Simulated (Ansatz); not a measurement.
# RuCl2 (CdI2 type): a single-point run

Wanted: a converged single-point run for RuCl2 (CdI2 type), and a check of what comes out. The structure is shown as the input types it.

Method: DFT PBE, scalar-relativistic, plane waves, PAW, in Ansatz 0.2.0.

### Step 1. Starting point

Symmetry: P-3m1, No. 164, trigonal system. Conventional cell: a = 3.599 Å, b = 3.599 Å, c = 6.342 Å, α = 90.00°, β = 90.00°, γ = 120.00°. Around Ru (site symmetry -3m) lie 6 Cl at 2.41 Å. Cl (site symmetry 3m) is surrounded by 3 Ru at 2.41 Å.

As a file:

```cif
data_structure
_symmetry_space_group_name_H-M 'P-3m1'
_symmetry_Int_Tables_number 164
_cell_length_a 3.5991
_cell_length_b 3.5991
_cell_length_c 6.3423
_cell_angle_alpha 90.000
_cell_angle_beta 90.000
_cell_angle_gamma 120.000
_cell_volume 71.15
loop_
_atom_site_label
_atom_site_type_symbol
_atom_site_symmetry_multiplicity
_atom_site_Wyckoff_symbol
_atom_site_fract_x
_atom_site_fract_y
_atom_site_fract_z
_atom_site_occupancy
Ru1 Ru 1 a 0.00000 0.00000 0.00000 1
Cl1 Cl 2 d 0.33333 0.66667 0.19273 1
```

### Step 2. Input and run

Contents of input.yaml:

```yaml
crystal:
  lattice:
    - [3.599149302082, -2.886750018116e-11, 0.0]
    - [-1.799574651016, 3.11695472763, 0.0]
    - [0.0, 0.0, 6.342269991]
  atoms:
    - { symbol: Ru, position: [0.0, 0.0, 0.0] }
    - { symbol: Cl, position: [0.3333333333333, 0.6666666666667, 0.1927259863] }
    - { symbol: Cl, position: [0.6666666666667, 0.3333333333333, 0.8072740137] }
basis:
  ecutwfc: 420
  ecutrho_ratio: 4
kpoints:
  mp_grid: { grid: [12, 12, 6] }
hamiltonian:
  xc: pbe
scf:
  occupations: { method: gaussian, width: 0.05 }
  max_iter: 80
output:
  forces: true
  stress: true
magnetization:
  spin_polarized: true
  initial_magnetization: 40
```

On the command line:

```sh
ansatz run input.yaml --threads 2 --pin off --max-ram 2662MiB --backend cpu --events-out ev --progress --plain --runs-dir out
```

Q: Will this input give a usable result? If not, why, and what should change?

This run ends as converged, with warnings (given moment on shells, seeded moment not kept). Its log warns: «where an SCF of this run starts from atoms to list the orders of its open shells, Ru (site 0, from 0) starts with 3.00 μB on its 4d shell and 1.00 μB on its 5s shell ...»

In the input, magnetization.spin_polarized is true; magnetization.initial_magnetization is 40. A typed moment is only a start; here the run ends at the energy of the run without it (within 1 meV an atom), so the result stands.

No remedy is needed.
